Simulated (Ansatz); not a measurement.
# GaN2H5: ionisation energy by level of theory

One table from this session's results is given with a row withheld; the runs are named, their logs left out.

Method: unrestricted cation, the program's frozen cores in correlated methods; program: Ansatz 0.2.0, Gaussian basis.

Plan: UKS PBE-D4/def2-TZVPP; UKS r2SCAN-D4/def2-TZVPP; UKS PBE0-D4/def2-TZVPP; UKS B3LYP-D4/def2-TZVPP; UKS wB97X-V/def2-TZVPP; UKS wB97M-V/def2-TZVPP; UKS B2PLYP/def2-TZVPP; UHF-CCSD(T)/def2-TZVPP; UHF-CCSD(T)/def2-QZVPP; extrapolation to the limit; then −ε(HOMO) from the neutral's earlier runs with LDA (SPW92), PBE-D4, revPBE-D4, BLYP-D4, r2SCAN-D4, B97M-V, PBE0-D4, B3LYP-D4, r2SCANh-D4, r2SCAN0-D4, HSE06-D4, BHLYP-D4, CAM-B3LYP-D4, LC-ωPBE, ωB97X-V, ωB97M-V.

### The relaxed structure

An earlier PBE0-D4 in a triple-zeta def2 set relaxation fixed the geometry.

SMILES `[NH2][GaH][NH2]`, 8 atoms, charge 0, spin multiplicity 1.

Atoms are counted from 1 here; the program's logs count them from 0.

Bond lengths: N1–Ga2 1.816 Å, N1–H4 1.005 Å, N1–H5 1.005 Å, Ga2–N3 1.816 Å, Ga2–H6 1.553 Å, N3–H7 1.004 Å, N3–H8 1.005 Å. Angles: Ga2–N1–H4 124.7°, Ga2–N1–H5 123.2°, H4–N1–H5 111.9°, N1–Ga2–N3 117.1°, N1–Ga2–H6 121.4°, N3–Ga2–H6 121.4°, Ga2–N3–H7 123.2°, Ga2–N3–H8 124.7°, H7–N3–H8 112.0°.

Set-up of the first run:

in.yaml reads:

```yaml
crystal:
  periodic: [false, false, false]
  atoms:
    - {symbol: N, position_ang: [-1.049649, 0.718438, -0.930375]}
    - {symbol: Ga, position_ang: [0.193172, 0.505738, 0.376407]}
    - {symbol: N, position_ang: [0.884644, -1.158503, 0.598436]}
    - {symbol: H, position_ang: [-1.406579, -0.023964, -1.505982]}
    - {symbol: H, position_ang: [-1.523115, 1.587518, -1.102280]}
    - {symbol: H, position_ang: [0.647470, 1.696838, 1.264136]}
    - {symbol: H, position_ang: [1.604277, -1.370520, 1.266378]}
    - {symbol: H, position_ang: [0.649790, -1.955546, 0.033280]}
basis:
  gaussian: {orbitals: def2-TZVPP}
total_charge: 1
magnetization: {spin_polarized: true, initial_magnetization: 1}
hamiltonian: {xc: pbe, dispersion: d4}
```

On the command line:

```
$ ansatz run in.yaml --threads 2 --pin off --events-out ev --progress --plain --max-ram 22528MiB --backend cpu
```

Steps of the session up to this table: Cation, UKS PBE-D4/def2-TZVPP; Cation, UKS r2SCAN-D4/def2-TZVPP; Cation, UKS PBE0-D4/def2-TZVPP; Cation, UKS B3LYP-D4/def2-TZVPP; Cation, UKS wB97X-V/def2-TZVPP; Cation, UKS wB97M-V/def2-TZVPP; Cation, UKS B2PLYP (frozen core)/def2-TZVPP; Cation, UHF-CCSD(T)/def2-TZVPP; Cation, UHF-CCSD(T)/def2-QZVPP.

One of the session's tables, all rows but one given; the rest of the session is left out.

For comparison, −ε(HOMO) of the neutral from earlier runs:

| functional | −ε(HOMO) (eV) |
| --- | --- |
| LDA (SPW92) | 5.51 |
| PBE-D4 | 5.33 |
| revPBE-D4 | 5.26 |
| BLYP-D4 | 5.21 |
| r2SCAN-D4 | 5.61 |
| B97M-V | 5.67 |
| PBE0-D4 | 6.71 |
| B3LYP-D4 | 6.47 |
| r2SCANh-D4 | 6.13 |
| r2SCAN0-D4 | ? |
| HSE06-D4 | 6.31 |
| BHLYP-D4 | 8.02 |
| CAM-B3LYP-D4 | 8.15 |
| LC-ωPBE | 9.58 |
| ωB97X-V | 9.18 |
| ωB97M-V | 9.08 |

**Question.** Estimate the row for r2SCAN0-D4.

Worked estimate for «−ε(HOMO) (eV)». Against the share of exact exchange, r2SCAN-D4 (0, 5.61), r2SCANh-D4 (0.1, 6.13) give a slope of 5.20 per unit share; at 0.25 the line stands at 6.91.

**Answer.** −ε(HOMO) (eV): 6.92. In «−ε(HOMO) (eV)» the line misses by -0.01.

To keep in mind: The cation may have settled in a state other than its lowest; no search over hole states beyond the program's own was made.
